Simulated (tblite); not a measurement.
# C7H13BS: the cost of one run

Programs: tblite 0.8.0 and PySCF 2.14.0, with density-fitted response routines of our own. Each step states its level of theory. These are calculated values for one molecule in the gas phase, unless marked as measured. Atoms count from 0, in the outputs and in this text.

## Step 1: Starting geometry

22 atoms, charge 0, multiplicity 1; geometry from: force field or distance geometry start.

Bonds of the start (Å): B0–C1 1.60, C1–C2 1.55, C2–C3 1.51, C3–C4 1.35, C2–C5 1.52, C5–C6 1.53, C5–S7 1.86, S7–C8 1.82, C5–C1 1.54, B0–H9 1.17, B0–H10 1.19, C1–H11 1.10, C2–H12 1.11, C3–H13 1.08, C4–H14 1.08, C4–H15 1.08, C6–H16 1.11, C6–H17 1.12, C6–H18 1.11, C8–H19 1.11, C8–H20 1.10, C8–H21 1.11.

## Step 2: Optimising the geometry with GFN2-xTB

What the job is given:

```
{"job": {"kind": "relax", "xc": "GFN2-xTB", "basis": "xTB"}, "charge": 0, "multiplicity": 1}
B     -0.857200     2.053600    -0.625700
C     -0.478400     0.628900    -1.243800
C     -1.125200    -0.636200    -0.633900
C     -2.081200    -0.466700     0.521000
C     -2.185300    -1.431700     1.462600
C      0.346500    -0.342000    -0.373100
C      1.324300    -1.256100    -1.123900
S      0.818900     0.170900     1.348400
C      2.355000     1.023700     0.882900
H     -0.024900     2.805400    -0.279100
H     -1.977300     2.448900    -0.728800
H     -0.301000     0.550500    -2.326700
H     -1.358100    -1.436600    -1.361100
H     -2.742000     0.380400     0.579300
H     -2.898600    -1.316200     2.270100
H     -1.563500    -2.317000     1.422800
H      0.888900    -1.644900    -2.062200
H      1.589200    -2.126500    -0.473700
H      2.245500    -0.697300    -1.371800
H      2.190900     1.686800     0.010400
H      3.138100     0.291300     0.655100
H      2.684900     1.650300     1.738600
```

The run is started by

```bash
$ OMP_NUM_THREADS=1 python probes_run.py task.json out
```

This one command runs all jobs of the session in turn.

**Question.** How long does this first job take on 1 thread of Arm Neoverse N1, shared host, and how much memory does it need?

About 2.5 s, with a peak of 0.18 GiB.
